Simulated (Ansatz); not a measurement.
**CH6NSn radical: a ladder of functionals and wavefunction methods**

Aim: compute CH6NSn radical with functionals from several rungs and with coupled cluster. The yardstick is the atomisation energy at the CCSD(T) limit.

The runs use Ansatz 0.2.0, Gaussian basis; functionals in def2-TZVPP, the program's frozen cores in correlated methods.

The runs, in order: LDA (SPW92), PBE-D4, revPBE-D4, BLYP-D4, r2SCAN-D4, B97M-V, PBE0-D4, B3LYP-D4, r2SCANh-D4, r2SCAN0-D4, HSE06-D4, BHLYP-D4, CAM-B3LYP-D4, LC-ωPBE, ωB97X-V, ωB97M-V, B2PLYP, PBE-QIDH; CCSD(T)/def2-SVP; CCSD(T)/def2-TZVPP; MP2/def2-QZVPP; extrapolation to the limit; RPA on PBE.

### 1 The geometry

The geometry comes from an earlier relaxation with PBE0-D4 in a triple-zeta def2 set; it is a stationary point, not always the lowest conformer. Sn takes the def2 core potential; no spin-orbit term is included.

SMILES `[CH3][SnH][NH2]`, 9 atoms, charge 0, spin multiplicity 2.

Atoms are counted from 1 here; the program's logs count them from 0.

Bond lengths: C1–Sn2 2.161 Å, C1–H4 1.091 Å, C1–H5 1.090 Å, C1–H6 1.090 Å, Sn2–N3 2.043 Å, Sn2–H7 1.736 Å, N3–H8 1.012 Å, N3–H9 1.012 Å. Angles: Sn2–C1–H4 107.9°, Sn2–C1–H5 110.1°, Sn2–C1–H6 110.2°, H4–C1–H5 109.7°, H4–C1–H6 109.6°, H5–C1–H6 109.3°, C1–Sn2–N3 103.7°, C1–Sn2–H7 110.1°, N3–Sn2–H7 102.8°, Sn2–N3–H8 115.2°, Sn2–N3–H9 115.1°, H8–N3–H9 107.9°.

### 2 LDA

This LDA is Slater exchange with PW92 correlation.

in.yaml reads:

```yaml
crystal:
  periodic: [false, false, false]
  atoms:
    - {symbol: C, position_ang: [-0.858012, 0.865494, -0.939379]}
    - {symbol: Sn, position_ang: [0.881573, 0.484111, 0.284287]}
    - {symbol: N, position_ang: [0.435328, -1.274157, 1.224639]}
    - {symbol: H, position_ang: [-1.055298, -0.030155, -1.530915]}
    - {symbol: H, position_ang: [-0.671265, 1.710386, -1.601814]}
    - {symbol: H, position_ang: [-1.720308, 1.085274, -0.310608]}
    - {symbol: H, position_ang: [2.231511, 0.052894, -0.718038]}
    - {symbol: H, position_ang: [-0.359776, -1.239021, 1.849880]}
    - {symbol: H, position_ang: [1.204645, -1.701127, 1.724748]}
basis:
  gaussian: {orbitals: def2-TZVPP}
magnetization: {spin_polarized: true, initial_magnetization: 1}
hamiltonian: {xc: lda}
output: {orbitals: {seedname: orbitals}}
```

Run with:

```
ansatz run in.yaml --threads 4 --pin off --events-out ev --progress --plain --max-ram 10444MiB
```

Further steps of the session: PBE-D4 (GGA); revPBE-D4 (GGA); BLYP-D4 (GGA); r2SCAN-D4 (meta-GGA); B97M-V (meta-GGA); B3LYP-D4 (hybrid); r2SCANh-D4 (hybrid); r2SCAN0-D4 (hybrid); HSE06-D4 (hybrid); BHLYP-D4 (hybrid); CAM-B3LYP-D4 (range-separated); LC-ωPBE (range-separated); ωB97X-V (range-separated); ωB97M-V (range-separated); B2PLYP (double hybrid); PBE-QIDH (double hybrid); CCSD(T) in def2-SVP; CCSD(T) in def2-TZVPP; MP2 in def2-QZVPP; RPA on PBE orbitals.

Before running them: what should the planned runs give, taken together? Wanted: atomisation energy, CCSD(T)/CBS; farthest beyond LDA; mean size of error, GGA; mean size of error, meta-GGA; mean size of error, hybrid; mean size of error, range-separated; mean size of error, double hybrid; gap, smallest and largest; T1 diagnostic.

The runs gave:

| quantity | value |
| --- | --- |
| atomisation energy, CCSD(T)/CBS | 2801.4 kJ/mol |
| functionals within 28.0 kJ/mol (1.0 %) | BLYP-D4, r2SCAN-D4, B97M-V, PBE0-D4, B3LYP-D4, HSE06-D4, CAM-B3LYP-D4, ωB97X-V, ωB97M-V |
| farthest beyond LDA | BHLYP-D4 (-81.4 kJ/mol) |
| mean size of error, GGA | 21.7 kJ/mol |
| mean size of error, meta-GGA | 10.6 kJ/mol |
| mean size of error, hybrid | 34.3 kJ/mol |
| mean size of error, range-separated | 11.9 kJ/mol |
| mean size of error, double hybrid | 46.9 kJ/mol |
| gap, smallest and largest | 0.68 eV (LDA (SPW92)), 7.53 eV (LC-ωPBE) |
| T1 diagnostic | 0.0158 |
| triples share of the correlation energy | 3.4 % |

The LDA atomisation energy is off by 383.5 kJ/mol (14 %): it overbinds. PBE-D4 misses by +32.1 kJ/mol. Double hybrids carry the basis error of their MP2 part in triple zeta, and no dispersion term here, so their miss is partly the set-up's. The rungs meta-GGA, range-separated, GGA miss on average by less than the doubt on the reference (28.0 kJ/mol), so they tie. Misses under about 28.0 kJ/mol are within the doubt on the reference itself, which lacks core-valence correlation, spin-orbit coupling and higher excitations, and its outer-core shells are covered unevenly. All levels share the lack of spin-orbit coupling, which lowers the free heavy atoms and so the true binding. Hartree-Fock recovers 70 % of the binding; the rest is correlation. CCSD(T) in def2-SVP is off by -216.2 kJ/mol, more than most functionals: a good method in a small basis is no reference. The gap grows from 0.7 to 7.5 eV across the functionals, mostly with the share of exact exchange. Correlated methods include outer-core shells of Sn, which these sets cover unevenly.
